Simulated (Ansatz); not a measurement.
**Cl2FH2NZr: small, medium and large basis sets**

How large a basis does Cl2FH2NZr need? Two functionals are run in growing sets.

Computed with Ansatz 0.2.0, Gaussian basis. Level: one geometry, several basis sets.

Plan: PBE0-D4/def2-SVP; ωB97M-V/def2-SVP; PBE0-D4/def2-QZVPP; ωB97M-V/def2-QZVPP; the functionals' def2-TZVPP values are taken from earlier runs.

**1. Structure used throughout**

An earlier PBE0-D4 in a triple-zeta def2 set relaxation fixed the geometry. Zr takes the def2 core potential; no spin-orbit term is included.

SMILES `[NH2][Zr]([F])([Cl])[Cl]`, 7 atoms, charge 0, spin multiplicity 1.

Atoms are counted from 1 here; the program's logs count them from 0.

Bond lengths: N1–Zr2 1.998 Å, N1–H6 1.012 Å, N1–H7 1.012 Å, Zr2–F3 1.889 Å, Zr2–Cl4 2.350 Å, Zr2–Cl5 2.350 Å. Angles: Zr2–N1–H6 125.7°, Zr2–N1–H7 125.1°, H6–N1–H7 109.2°, N1–Zr2–F3 106.2°, N1–Zr2–Cl4 108.6°, N1–Zr2–Cl5 108.6°, F3–Zr2–Cl4 112.3°, F3–Zr2–Cl5 112.3°, Cl4–Zr2–Cl5 108.6°.

**2. PBE0-D4 in def2-SVP**

in.yaml

```yaml
crystal:
  periodic: [false, false, false]
  atoms:
    - {symbol: N, position_ang: [-0.173544, 1.252215, -0.045023]}
    - {symbol: Zr, position_ang: [0.001715, -0.737375, -0.014155]}
    - {symbol: F, position_ang: [-1.625411, -1.420312, -0.687280]}
    - {symbol: Cl, position_ang: [0.409946, -1.418836, 2.197226]}
    - {symbol: Cl, position_ang: [1.843158, -1.347415, -1.340110]}
    - {symbol: H, position_ang: [0.532576, 1.912205, 0.254624]}
    - {symbol: H, position_ang: [-0.988439, 1.759519, -0.365272]}
basis:
  gaussian: {orbitals: def2-SVP}
hamiltonian: {xc: pbe0, dispersion: d4}
output: {orbitals: {seedname: orbitals}}
```

After this run come: ωB97M-V in def2-SVP; PBE0-D4 in def2-QZVPP; ωB97M-V in def2-QZVPP.

**Question.** What will the summary of the whole plan be? Wanted: PBE0-D4: double and triple zeta above quadruple; ωB97M-V: double and triple zeta above quadruple.

As calculated:

```
                                       quantity           value
PBE0-D4: double and triple zeta above quadruple  15.10, 1.05 eV
ωB97M-V: double and triple zeta above quadruple  15.07, 1.00 eV
```

What this shows: PBE0-D4 gains 14.04 eV from double to triple zeta, then 1.05 eV more. Total energies overstate the basis error of differences, where much of it tends to cancel.
